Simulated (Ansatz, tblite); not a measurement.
# In4Sb5 zinc blende off sphere (In4Sb5H16+): removing and adding an electron, part 2 of 2

Aim: the energy of removing and adding an electron for In4Sb5 zinc blende off sphere (In4Sb5H16+), by energy differences, and how well orbital energies stand in for it.

Ansatz 0.2.0, Gaussian basis; as each input shows. Earlier steps stand in the parts before.

## Step 7: Charge +2 doublet, PBE0-D4/def2-TZVP

in.yaml

```yaml
crystal:
  periodic: [false, false, false]
  atoms:
    - {symbol: Sb, position_ang: [0.418004, -3.248482, 0.000434]}
    - {symbol: Sb, position_ang: [0.386510, -0.086281, -3.303404]}
    - {symbol: Sb, position_ang: [-2.710823, -0.080203, -0.103416]}
    - {symbol: Sb, position_ang: [0.396486, 0.031397, 3.206178]}
    - {symbol: Sb, position_ang: [0.544435, 3.269934, 0.244563]}
    - {symbol: In, position_ang: [-1.304723, -1.937809, -1.850266]}
    - {symbol: In, position_ang: [1.660531, -2.701772, 2.656111]}
    - {symbol: In, position_ang: [1.363501, 2.577778, -2.746519]}
    - {symbol: In, position_ang: [-1.517834, 1.630483, 1.833896]}
    - {symbol: H, position_ang: [1.669076, -3.720613, -1.046331]}
    - {symbol: H, position_ang: [-0.351773, -4.758945, 0.064838]}
    - {symbol: H, position_ang: [1.752692, -1.000466, -3.719060]}
    - {symbol: H, position_ang: [-0.316912, -0.025166, -4.843202]}
    - {symbol: H, position_ang: [-3.751406, -1.010373, 0.860906]}
    - {symbol: H, position_ang: [-3.895389, 0.830215, -0.903416]}
    - {symbol: H, position_ang: [-0.311499, 0.156676, 4.746152]}
    - {symbol: H, position_ang: [1.594031, 1.206759, 3.480441]}
    - {symbol: H, position_ang: [0.066769, 4.897525, 0.334308]}
    - {symbol: H, position_ang: [1.989040, 3.451733, 1.123233]}
    - {symbol: H, position_ang: [-2.405433, -2.780959, -2.851425]}
    - {symbol: H, position_ang: [0.724107, -3.642576, 3.710872]}
    - {symbol: H, position_ang: [3.191861, -2.127595, 2.198933]}
    - {symbol: H, position_ang: [0.233936, 3.681820, -3.368639]}
    - {symbol: H, position_ang: [2.917632, 2.356449, -2.079567]}
    - {symbol: H, position_ang: [-2.380018, 3.028170, 2.330780]}
basis:
  gaussian: {orbitals: def2-TZVP, fitting: {mean_field: def2-universal-jkfit}, initial_orbitals: start.molden}
total_charge: 2
magnetization: {spin_polarized: true, initial_magnetization: 1}
hamiltonian: {xc: pbe0, dispersion: d4}
scf: {omitted_lower_state_checks: [starts]}
output: {orbitals: {seedname: orbitals}}
```

Command:

```sh
$ ansatz run in.yaml --threads 2 --pin off --events-out ev --progress --plain --max-ram 32768MiB --backend cuda --devices 0, --max-vram 18GiB
```

The log of the run:

```text
Functional definition: PBE0
  name "PBE0"
  cite "Adamo & Barone, J. Chem. Phys. 110, 6158 (1999) doi:10.1063/1.478522"
  cite "Perdew, Burke & Ernzerhof, Phys. Rev. Lett. 77, 3865 (1996) doi:10.1103/PhysRevLett.77.3865"
  parent pbe
  parameter a = 0.25
  parameter kappa = 0.804
  parameter beta = 0.06672455060314922
  exchange = (1 - a)*pbe_x(kappa = kappa, mu = beta*pi^2/3) + a*exact_x
  correlation = pbe_c(beta = beta)
these checks for a lower state are left out or cut short: starts
2250 factors; integrals over basis functions are off by at most 6.9e-1 eV
mean field evaluation 1: about -53629.6136 eV, gradient 3.3e1 eV
mean field evaluation 2: about -53630.8393 eV, gradient 1.5e0 eV
mean field evaluation 4: about -53630.8647 eV, gradient 5.7e-2 eV
mean field evaluation 8: about -53630.8648 eV, gradient 1.7e-5 eV
mean field -53630.86482605 eV, -1970.8979300514 hartree, gradient 1.7e-5 eV, S^2 0.756008; 0 other end points of the search recorded, 0 dependent functions left out
reference -53630.86490901 eV, -1970.8979331002 hartree; 107, 106 occupied and 439, 440 virtual orbitals, 2250 factors
Total energy: -53631.89615617 eV, -1970.9358307343 hartree
Checks for a lower state left out: starts
```

Wall time 16 s (1 × H100 (card shared with other runs) with 2 threads of AMD EPYC 7R13, shared host); peak host memory 1.1 GiB.

Report: HOMO -12.96 eV, LUMO -11.19 eV (over both spins); ⟨S²⟩ 0.756 (pure: 0.75).

## Step 8: Charge +2 doublet, PBE-D4/def2-TZVP

Edit in.yaml of step 7 so:

```diff
@@ -32,3 +32,3 @@
 magnetization: {spin_polarized: true, initial_magnetization: 1}
-hamiltonian: {xc: pbe0, dispersion: d4}
+hamiltonian: {xc: pbe, dispersion: d4}
 scf: {omitted_lower_state_checks: [starts]}
```

The command is unchanged.

The log of the run:

```text
Functional definition: PBE
  name "PBE"
  cite "Perdew, Burke & Ernzerhof, Phys. Rev. Lett. 77, 3865 (1996) doi:10.1103/PhysRevLett.77.3865"
  parent pbe
  parameter kappa = 0.804
  parameter beta = 0.06672455060314922
  exchange = pbe_x(kappa = kappa, mu = beta*pi^2/3)
  correlation = pbe_c(beta = beta)
these checks for a lower state are left out or cut short: starts
2250 factors; integrals over basis functions are off by at most 6.9e-1 eV
mean field evaluation 1: about -53628.5259 eV, gradient 9.1e0 eV
mean field evaluation 2: about -53628.9206 eV, gradient 4.8e-1 eV
mean field evaluation 4: about -53628.9310 eV, gradient 8.7e-2 eV
mean field evaluation 8: about -53628.9311 eV, gradient 2.4e-5 eV
mean field -53628.93106264 eV, -1970.8268655569 hartree, gradient 2.4e-5 eV, S^2 0.752602; 0 other end points of the search recorded, 0 dependent functions left out
reference -53628.93117587 eV, -1970.8268697179 hartree; 107, 106 occupied and 439, 440 virtual orbitals, 2250 factors
Total energy: -53630.05884146 eV, -1970.8683106643 hartree
Checks for a lower state left out: starts
```

Wall time 14 s (1 × H100 (card shared with other runs) with 2 threads of AMD EPYC 7R13, shared host); peak host memory 1.1 GiB.

Report: HOMO -12.08 eV, LUMO -11.65 eV (over both spins); ⟨S²⟩ 0.753 (pure: 0.75).

## Step 9: Fields of the charge +2 doublet

Orbitals, density, ELF and potential are computed afterwards from the orbital file.

Frontier orbitals at PBE0-D4/def2-TZVP (alpha spin), with the share of their density that lies nearest to each atom:

```csv
orbital,energy (eV),lies on
HOMO,-12.96,Sb1 16 %; Sb2 12 %; In6 10 %
LUMO,-8.05,"In6, In8 about 15 % each; In9 9 %; Sb1, Sb2 about 7 % each"
```

ELF in a plane through or near 6 of the atoms.

Ten even steps from '0' (0.00) to '9' (1.00):
```
0000000000000000000000000000
0000000000000000000000000000
0000000000000000000000000000
0000004620000003212410000000
0000059972110016634520000000
0000079962241025232420000000
0000015624633123444530010000
0000001426444015334622899100
0002431266772002575114999700
0029996211210000001113999700
0049996211000000146422798200
0019995225652002653562000000
0002532364246214544543000000
0000000345255424537367300000
0000001672535312332489600000
0000004999433100011145100000
0000003998210000000000000000
0000000142000000000000000000
0000000000000000000000000000
0000000000000000000000000000
```
The map spans 15.5 Å across and 13.4 Å up, centred on the molecule. Atoms in the plane (x, y in Å): Sb1 (2.6, -2.0), Sb2 (-2.0, -2.6), Sb4 (2.0, 2.6), Sb5 (-2.4, 2.2), H21 (5.2, 0.7), H23 (-5.0, -0.4).

log10 of the density (e/Å³) in the same plane.

Ten even steps from ' ' (-4.0) to '@' (1.3):
```
                                                        
                                                        
            ..................::::::::::..              
          ::----==------::::--==========--::            
        ..--==++++++====----==++****++++==::..          
        ::--++****##**++====++**##%%##**==--::..        
        ::--++**%%@@@@**++==++**%%@@%%**++==----::..    
      ..::--==**##@@%%**++====++######**++++++====::..  
    ..::--====++******++==----==++++++******##**++--..  
    ::==++******++++====--::::--====++++********++--..  
  ..::==**######**++====--::::--==++++****++++++==::..  
    ::==++**********++++========++**##****++==--::..    
    ..::====++++**####****++++++**%%@@@@**++--::..      
      ..::--==++**%%@@@@**++++++**%%@@%%**++==::        
          ::--++**##@@##**++++++++********++--::        
          ::--++******++++================--::..        
          ..--==++++====------::::------::::..          
            ..::------::::..............                
                ....                                    
                                                        
```
The map spans 15.5 Å across and 13.4 Å up, centred on the molecule. Atoms in the plane (x, y in Å): Sb1 (2.6, -2.0), Sb2 (-2.0, -2.6), Sb4 (2.0, 2.6), Sb5 (-2.4, 2.2), H21 (5.2, 0.7), H23 (-5.0, -0.4).

The spin density lies nearest to Sb5 46 %; In9 10 %; In8 7 %; H18, H19, H24 about 6 % each.

## Step 10: Adiabatic ionisation energy

Charged state less starting state, singlet to doublet; the starting state's energies are those of its earlier runs.

```csv
level,adiabatic ionisation energy (eV),time
PBE-D4/def2-TZVP,+10.61,29 s
PBE0-D4/def2-TZVP,+10.85,30 s
```

Times add the two runs; a level without a time comes out of a correlated run.

## Step 11: Charge 0 doublet at the fixed geometry, PBE0-D4/def2-TZVP

in.yaml

```yaml
crystal:
  periodic: [false, false, false]
  atoms:
    - {symbol: Sb, position_ang: [0.311950, -3.104611, 0.053393]}
    - {symbol: Sb, position_ang: [0.306886, 0.052290, -3.103245]}
    - {symbol: Sb, position_ang: [-2.774547, -0.006379, -0.002731]}
    - {symbol: Sb, position_ang: [0.304800, -0.053620, 3.102563]}
    - {symbol: Sb, position_ang: [0.298844, 3.104614, -0.052272]}
    - {symbol: In, position_ang: [-1.422424, -1.802418, -1.797819]}
    - {symbol: In, position_ang: [2.198156, -2.023446, 2.026886]}
    - {symbol: In, position_ang: [2.187650, 2.036476, -2.030896]}
    - {symbol: In, position_ang: [-1.431891, 1.793041, 1.796109]}
    - {symbol: H, position_ang: [1.131168, -4.226195, -0.924818]}
    - {symbol: H, position_ang: [-0.715452, -4.234627, 0.798990]}
    - {symbol: H, position_ang: [1.128733, -0.924849, -4.223926]}
    - {symbol: H, position_ang: [-0.723347, 0.792771, -4.234110]}
    - {symbol: H, position_ang: [-3.901802, -0.905117, 0.893800]}
    - {symbol: H, position_ang: [-3.901553, 0.889740, -0.902184]}
    - {symbol: H, position_ang: [-0.722716, -0.802403, 4.230380]}
    - {symbol: H, position_ang: [1.118955, 0.926698, 4.226037]}
    - {symbol: H, position_ang: [-0.730852, 4.235786, -0.792923]}
    - {symbol: H, position_ang: [1.116443, 4.223967, 0.929915]}
    - {symbol: H, position_ang: [-2.462158, -2.765937, -2.763484]}
    - {symbol: H, position_ang: [2.320267, -3.227288, 3.232741]}
    - {symbol: H, position_ang: [3.253820, -1.069409, 1.075444]}
    - {symbol: H, position_ang: [2.291920, 3.241404, -3.237191]}
    - {symbol: H, position_ang: [3.256812, 1.093956, -1.083659]}
    - {symbol: H, position_ang: [-2.476862, 2.753256, 2.759402]}
basis:
  gaussian: {orbitals: def2-TZVP, fitting: {mean_field: def2-universal-jkfit}}
magnetization: {spin_polarized: true, initial_magnetization: 1}
hamiltonian: {xc: pbe0, dispersion: d4}
scf: {omitted_lower_state_checks: [starts]}
output: {orbitals: {seedname: orbitals}}
```

The command is unchanged.

The log of the run:

```text
Functional definition: PBE0
  name "PBE0"
  cite "Adamo & Barone, J. Chem. Phys. 110, 6158 (1999) doi:10.1063/1.478522"
  cite "Perdew, Burke & Ernzerhof, Phys. Rev. Lett. 77, 3865 (1996) doi:10.1103/PhysRevLett.77.3865"
  parent pbe
  parameter a = 0.25
  parameter kappa = 0.804
  parameter beta = 0.06672455060314922
  exchange = (1 - a)*pbe_x(kappa = kappa, mu = beta*pi^2/3) + a*exact_x
  correlation = pbe_c(beta = beta)
these checks for a lower state are left out or cut short: starts
2250 factors; integrals over basis functions are off by at most 6.9e-1 eV
mean field evaluation 1: about -53643.4981 eV, gradient 1.8e1 eV
mean field evaluation 2: about -53644.3350 eV, gradient 1.5e1 eV
mean field evaluation 4: about -53645.2714 eV, gradient 1.6e0 eV
mean field evaluation 8: about -53645.2849 eV, gradient 1.5e-1 eV
mean field evaluation 16: about -53645.2875 eV, gradient 8.6e-3 eV
mean field evaluation 32: about -53645.2875 eV, gradient 6.4e-5 eV
mean field -53645.28749744 eV, -1971.4279534489 hartree, gradient 6.2e-6 eV, S^2 0.756768; 0 other end points of the search recorded, 0 dependent functions left out
reference -53645.28759565 eV, -1971.4279570580 hartree; 108, 107 occupied and 438, 439 virtual orbitals, 2250 factors
Total energy: -53646.48823806 eV, -1971.4720798528 hartree
Checks for a lower state left out: starts
```

Run time: 25 s. Hardware: 1 × H100 (card shared with other runs) with 2 threads of AMD EPYC 7R13, shared host; peak host memory 1.2 GiB.

From the report: HOMO -2.63 eV, LUMO -1.75 eV (over both spins); ⟨S²⟩ 0.757 (pure: 0.75).

## Step 12: Charge 0 doublet at the fixed geometry, PBE-D4/def2-TZVP

Edit in.yaml of step 11 so:

```diff
@@ -29,5 +29,5 @@
 basis:
-  gaussian: {orbitals: def2-TZVP, fitting: {mean_field: def2-universal-jkfit}}
+  gaussian: {orbitals: def2-TZVP, fitting: {mean_field: def2-universal-jkfit}, initial_orbitals: start.molden}
 magnetization: {spin_polarized: true, initial_magnetization: 1}
-hamiltonian: {xc: pbe0, dispersion: d4}
+hamiltonian: {xc: pbe, dispersion: d4}
 scf: {omitted_lower_state_checks: [starts]}
```

Same command.

The log of the run:

```text
Functional definition: PBE
  name "PBE"
  cite "Perdew, Burke & Ernzerhof, Phys. Rev. Lett. 77, 3865 (1996) doi:10.1103/PhysRevLett.77.3865"
  parent pbe
  parameter kappa = 0.804
  parameter beta = 0.06672455060314922
  exchange = pbe_x(kappa = kappa, mu = beta*pi^2/3)
  correlation = pbe_c(beta = beta)
these checks for a lower state are left out or cut short: starts
2250 factors; integrals over basis functions are off by at most 6.9e-1 eV
mean field evaluation 1: about -53643.0112 eV, gradient 9.1e0 eV
mean field evaluation 2: about -53643.3818 eV, gradient 4.3e-1 eV
mean field evaluation 4: about -53643.3917 eV, gradient 4.9e-2 eV
mean field evaluation 8: about -53643.3918 eV, gradient 2.3e-5 eV
mean field evaluation 16: about -53643.3918 eV, gradient 4.1e-6 eV
mean field -53643.39183772 eV, -1971.3582892393 hartree, gradient 4.1e-6 eV, S^2 0.752127; 0 other end points of the search recorded, 0 dependent functions left out
reference -53643.39196557 eV, -1971.3582939375 hartree; 108, 107 occupied and 438, 439 virtual orbitals, 2250 factors
Total energy: -53644.70425664 eV, -1971.4065197451 hartree
Checks for a lower state left out: starts
```

Wall time 18 s (1 × H100 (card shared with other runs) with 2 threads of AMD EPYC 7R13, shared host); peak host memory 1.1 GiB.

Report: HOMO -2.44 eV, LUMO -2.39 eV (over both spins); ⟨S²⟩ 0.752 (pure: 0.75).

## Step 13: Charge 0 doublet at the fixed geometry, ωB97X-V/def2-TZVP

Edit in.yaml of step 12 so:

```diff
@@ -31,3 +31,3 @@
 magnetization: {spin_polarized: true, initial_magnetization: 1}
-hamiltonian: {xc: pbe, dispersion: d4}
+hamiltonian: {xc: {name: wB97X-V}}
 scf: {omitted_lower_state_checks: [starts]}
```

Same command.

The log of the run:

```text
Functional definition: wB97X-V
  name "wB97X-V"
  cite "Mardirossian & Head-Gordon, Phys. Chem. Chem. Phys. 16, 9904 (2014) doi:10.1039/C3CP54374A"
  cite "Becke, J. Chem. Phys. 107, 8554 (1997) doi:10.1063/1.475007"
  cite "Vydrov & Van Voorhis, J. Chem. Phys. 133, 244103 (2010) doi:10.1063/1.3521275"
  parameter omega = 0.3/bohr
  parameter cx = 0.167
  parameter cx1 = 0.603
  parameter cx2 = 1.194
  parameter css0 = 0.556
  parameter css1 = -0.257
  parameter cos0 = 1.219
  parameter cos1 = -1.850
  parameter b = 6.0
  parameter c = 0.01
  exchange = spin_sum(e_x_unif_sr(omega)*poly(b97_u_x, 1 - cx, cx1, cx2)) + cx*exact_x_sr(omega) + exact_x_lr(omega)
  correlation = spin_sum(e_c_pw_same_spin*poly(b97_u_same, css0, css1))
      + integral(e_c_pw_opposite_spin*poly(b97_u_opposite, cos0, cos1)) + vv10(b, c)
these checks for a lower state are left out or cut short: starts
2250 factors; integrals over basis functions are off by at most 6.9e-1 eV
2250 factors; integrals over basis functions are off by at most 2.5e-6 eV
mean field evaluation 1: about -53639.4394 eV, gradient 7.0e0 eV
mean field evaluation 2: about -53639.7871 eV, gradient 5.9e-1 eV
mean field evaluation 4: about -53639.8278 eV, gradient 3.4e-1 eV
mean field evaluation 8: about -53639.8292 eV, gradient 9.0e-5 eV
mean field evaluation 16: about -53639.8292 eV, gradient 1.1e-5 eV
mean field -53639.82918898 eV, -1971.2273643129 hartree, gradient 9.9e-6 eV, S^2 0.765828; 0 other end points of the search recorded, 0 dependent functions left out
reference -53639.82918535 eV, -1971.2273641797 hartree; 108, 107 occupied and 438, 439 virtual orbitals, 2250 factors
Total energy: -53639.82918535 eV, -1971.2273641797 hartree
Checks for a lower state left out: starts
```

Wall time 35 s (1 × H100 (card shared with other runs) with 2 threads of AMD EPYC 7R13, shared host); peak host memory 1.6 GiB.

Report: HOMO -3.73 eV, LUMO -0.06 eV (over both spins); ⟨S²⟩ 0.766 (pure: 0.75).

## Step 14: Vertical electron affinity

Starting state less charged state (positive: the electron is bound), singlet to doublet; the starting state's energies are those of its earlier runs.

```csv
level,vertical electron affinity (eV),time
PBE-D4/def2-TZVP,+4.03,33 s
PBE0-D4/def2-TZVP,+3.74,39 s
ωB97X-V/def2-TZVP,+3.30,54 s
```

Times add the two runs; a level without a time comes out of a correlated run.

Beside −ε(LUMO) of the starting state:

```csv
level,−ε(LUMO) (eV),by difference (eV),mismatch (eV)
PBE-D4/def2-TZVP,5.54,4.03,+1.50
PBE0-D4/def2-TZVP,4.76,3.74,+1.02
ωB97X-V/def2-TZVP,2.93,3.30,-0.37
```

## Step 15: Results

The summary covers parts 1 to 2.

```
                                             quantity                                 value
 vertical ionisation energy, functionals in def2-TZVP  10.92 (PBE-D4) to 11.74 eV (ωB97X-V)
adiabatic ionisation energy, functionals in def2-TZVP  10.61 (PBE-D4) to 10.85 eV (PBE0-D4)
 vertical electron affinity, functionals in def2-TZVP    3.30 (ωB97X-V) to 4.03 eV (PBE-D4)
      relaxation of the cation side, PBE-D4/def2-TZVP                               0.30 eV
```

The vertical ionisation energy spans 10.92 to 11.74 eV over the functionals. −ε(HOMO) misses the level's own difference by +0.39 eV at best (ωB97X-V) and -1.66 eV at worst (PBE-D4). The adiabatic ionisation energy spans 10.61 to 10.85 eV over the functionals. The vertical electron affinity spans 3.30 to 4.03 eV over the functionals. −ε(LUMO) misses the level's own difference by -0.37 eV at best (ωB97X-V) and +1.50 eV at worst (PBE-D4). Relaxing the oxidised state gains 0.30 eV at PBE-D4/def2-TZVP.
